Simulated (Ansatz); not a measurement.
# H5N2OSi, SMILES [NH][SiH](N)O: a ladder of methods at one geometry

Program: the Ansatz DFT code, driven from Python.

Notebook, run cell by cell (the value of a cell's last expression is shown):

In [1]:
```python
from pathlib import Path

import ansatz as az
import numpy as np
```

In [2]:
```python
geometry = (
    az.Crystal.molecule()
    .atom("N", (-1.2652, 0.0244, -0.2552))
    .atom("Si", (0.3492, 0.48, -0.0848))
    .atom("N", (0.862, -0.9822, -0.7087))
    .atom("O", (0.6227, 0.4417, 1.5345))
    .atom("H", (-1.8659, 0.8826, -0.0187))
    .atom("H", (0.8022, 1.6972, -0.8088))
    .atom("H", (0.3863, -1.0505, -1.5539))
    .atom("H", (0.4512, -1.6341, -0.1061))
    .atom("H", (-0.2539, 0.0946, 1.9845))
)
```

In [3]:
```python
model = geometry.calculation().basis(gaussian="def2-SVP").spin("collinear", total=1)
```

In [4]:
```python
print("functional    E (Ha)        dipole (D)   HOMO (eV)  LUMO (eV)")
for name in ["lda", "pbe0", "lc_wpbe", "pbe"]:
    summary = model.functional(name).forces().orbitals().run(threads=1, runs_dir="runs").report
    lines = Path(summary["orbitals_path"]).read_text().splitlines()
    field_of = lambda key: [line.split("=")[1].strip() for line in lines if line.startswith(key)]
    orbitals = [(27.211386 * float(e), s, float(n)) for e, s, n in zip(field_of("Ene="), field_of("Spin="), field_of("Occup="))]
    homo = max(e for e, _, n in orbitals if n > 0.5)
    lumo = min(e for e, _, n in orbitals if n < 0.5)
    dipole = 4.803205 * np.linalg.norm(summary["charge_distribution"]["dipole_moment_e_ang"])
    print(f"{name:10s} {summary['free_energy_ev'] / 27.211386246:14.6f} {dipole:9.3f} {homo:11.3f} {lumo:10.3f}")
```
```text
functional    E (Ha)        dipole (D)   HOMO (eV)  LUMO (eV)
lda           -474.334791     1.763      -5.775     -5.266
pbe0          -476.629203     2.457      -7.000     -3.489
lc_wpbe       -476.757843     2.652      -9.871     -0.845
pbe           -476.590066     1.905      -5.570     -4.813
```

What to keep in mind:
- Total energies depend on the basis set; only differences at equal settings carry meaning.
- The geometry is a force-field or estimated start, not a minimum of this method, and the basis set is short of its limit. A lower total doesn't mark the better method: functionals have no common bound, and MP2 and coupled cluster aren't variational.
- The species is open-shell (spin multiplicity 2).
- Levels such as HOMO and LUMO are orbital energies: with these approximate functionals they aren't the ionisation energy and electron affinity, and their gap isn't the fundamental gap.
- Finished in 28 s on 1 thread of Arm Neoverse V1, with other jobs on the host, peak memory 0.28 GiB.
